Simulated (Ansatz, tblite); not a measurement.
# GeMe3(OiPr) (C₆H₁₆GeO): rung by rung

One table from this session's results is given with a row withheld; the runs are named, their logs left out.

Program: Ansatz 0.2.0, Gaussian basis. Level of theory: as each input shows. These are calculated values, not measurements.

Plan: GFN1-xTB, GFN2-xTB, PBE-D4/def2-TZVP, r2SCAN-D4/def2-TZVP, CAM-B3LYP-D4/def2-TZVP, r2SCAN0-D4/def2-TZVP, B3LYP-D4/def2-TZVP, PBE-D4/def2-SVP, PBE0-D4/def2-SVP, HF/STO-3G, CCSD(T)/def2-TZVP, RPA/def2-TZVP.

## The relaxed structure

The geometry is that of the singlet, from an earlier relaxation (PBE-D4/def2-SVP).

24 atoms, charge 0, spin multiplicity 1.

Bond lengths: Ge1–C2 1.968 Å, Ge1–C6 1.957 Å, Ge1–C10 1.969 Å, Ge1–O14 1.819 Å, C2–H3 1.108 Å, C2–H4 1.109 Å, C2–H5 1.108 Å, C6–H7 1.108 Å, C6–H8 1.108 Å, C6–H9 1.107 Å, C10–H11 1.108 Å, C10–H12 1.109 Å, C10–H13 1.108 Å, O14–C15 1.422 Å, C15–C16 1.528 Å, C15–C17 1.533 Å, C15–H18 1.121 Å, C16–H19 1.110 Å and more. Angles: C2–Ge1–C6 112.6°, C2–Ge1–C10 111.8°, C2–Ge1–O14 109.0°, C6–Ge1–C10 110.7°, C6–Ge1–O14 102.5°, C10–Ge1–O14 109.9°, Ge1–C2–H3 111.4°, Ge1–C2–H4 109.7°, Ge1–C2–H5 110.5°, H3–C2–H4 108.1°, H3–C2–H5 108.7°, H4–C2–H5 108.4°, Ge1–C6–H7 110.8°, Ge1–C6–H8 109.7°, Ge1–C6–H9 110.3°, H7–C6–H8 108.7°, H7–C6–H9 108.9°, H8–C6–H9 108.4° and more.

PBE0-D4/def2-TZVP was run before; its log isn't repeated, and its numbers join the tables.

The first run:

Tight binding, by tblite at 300 K electronic temperature and without a spin-polarisation term:

```python
tblite.interface.Calculator('GFN1-xTB', numbers, positions, charge=0, uhf=0).singlepoint()
```

Tight binding, by tblite at 300 K electronic temperature and without a spin-polarisation term:

```python
tblite.interface.Calculator('GFN2-xTB', numbers, positions, charge=0, uhf=0).singlepoint()
```

start.molden holds the orbitals of an earlier run on this state, given as this run's starting guess.

Input file in.yaml:

```yaml
crystal:
  periodic: [false, false, false]
  atoms:
    - {symbol: Ge, position_ang: [0.956474, 0.771625, -0.046306]}
    - {symbol: C, position_ang: [1.050393, 0.813458, 1.918759]}
    - {symbol: H, position_ang: [0.043162, 0.915089, 2.368710]}
    - {symbol: H, position_ang: [1.663107, 1.678143, 2.245313]}
    - {symbol: H, position_ang: [1.519523, -0.112992, 2.304923]}
    - {symbol: C, position_ang: [2.715406, 0.561191, -0.877825]}
    - {symbol: H, position_ang: [3.330821, 1.471773, -0.733715]}
    - {symbol: H, position_ang: [2.596487, 0.382246, -1.964750]}
    - {symbol: H, position_ang: [3.247678, -0.303992, -0.436919]}
    - {symbol: C, position_ang: [0.029125, 2.352121, -0.766431]}
    - {symbol: H, position_ang: [-0.238806, 2.176583, -1.827512]}
    - {symbol: H, position_ang: [0.689575, 3.241589, -0.712887]}
    - {symbol: H, position_ang: [-0.898607, 2.569960, -0.202147]}
    - {symbol: O, position_ang: [0.091506, -0.742108, -0.565549]}
    - {symbol: C, position_ang: [-1.007686, -1.294745, 0.146601]}
    - {symbol: C, position_ang: [-1.198100, -2.722619, -0.364370]}
    - {symbol: C, position_ang: [-2.278182, -0.453391, -0.019813]}
    - {symbol: H, position_ang: [-0.771942, -1.348659, 1.241013]}
    - {symbol: H, position_ang: [-1.434186, -2.707235, -1.448695]}
    - {symbol: H, position_ang: [-2.021993, -3.238684, 0.169510]}
    - {symbol: H, position_ang: [-0.266180, -3.305784, -0.227771]}
    - {symbol: H, position_ang: [-2.149810, 0.563947, 0.403730]}
    - {symbol: H, position_ang: [-2.524325, -0.345165, -1.096780]}
    - {symbol: H, position_ang: [-3.143461, -0.922330, 0.492911]}
basis:
  gaussian: {orbitals: def2-TZVP, initial_orbitals: start.molden}
hamiltonian: {xc: pbe, dispersion: d4}
scf: {omitted_lower_state_checks: [starts]}
output: {forces: true, orbitals: {seedname: orbitals}}
```

The run is started by

```
$ ansatz run in.yaml --threads 2 --pin off --events-out ev --progress --plain --max-ram 31744MiB --backend cuda --devices 0, --max-vram 18GiB
```

Steps of the session up to this table: PBE-D4/def2-TZVP; r2SCAN-D4/def2-TZVP; CAM-B3LYP-D4/def2-TZVP; r2SCAN0-D4/def2-TZVP; B3LYP-D4/def2-TZVP; PBE-D4/def2-SVP; PBE0-D4/def2-SVP; HF/STO-3G; CCSD(T)/def2-TZVP; RPA/def2-TZVP.

One of the session's tables, all rows but one given; the rest of the session is left out.

It belongs to the step «Binding energy». 

```
                method  binding an atom (eV)
             HF/STO-3G                 3.791
          HF/def2-TZVP                 2.975
       PBE-D4/def2-SVP                 4.063
      PBE-D4/def2-TZVP                 4.035
   r2SCAN-D4/def2-TZVP                 3.984
    B3LYP-D4/def2-TZVP                 3.972
      PBE0-D4/def2-SVP                     ?
     PBE0-D4/def2-TZVP                 3.987
  r2SCAN0-D4/def2-TZVP                 3.943
CAM-B3LYP-D4/def2-TZVP                 3.990
         MP2/def2-TZVP                 3.886
        CCSD/def2-TZVP                 3.812
     CCSD(T)/def2-TZVP                 3.858
```

Estimate the missing values for PBE0-D4/def2-SVP.

The run gave: binding an atom (eV): 4.019. In the column «binding an atom (eV)» it lies between CAM-B3LYP-D4/def2-TZVP (3.990) and PBE-D4/def2-TZVP (4.035).

Limits of these values: Free atoms were run apart at each level; binding is atoms less cluster, divided by the number of atoms, without zero-point or spin-orbit terms.
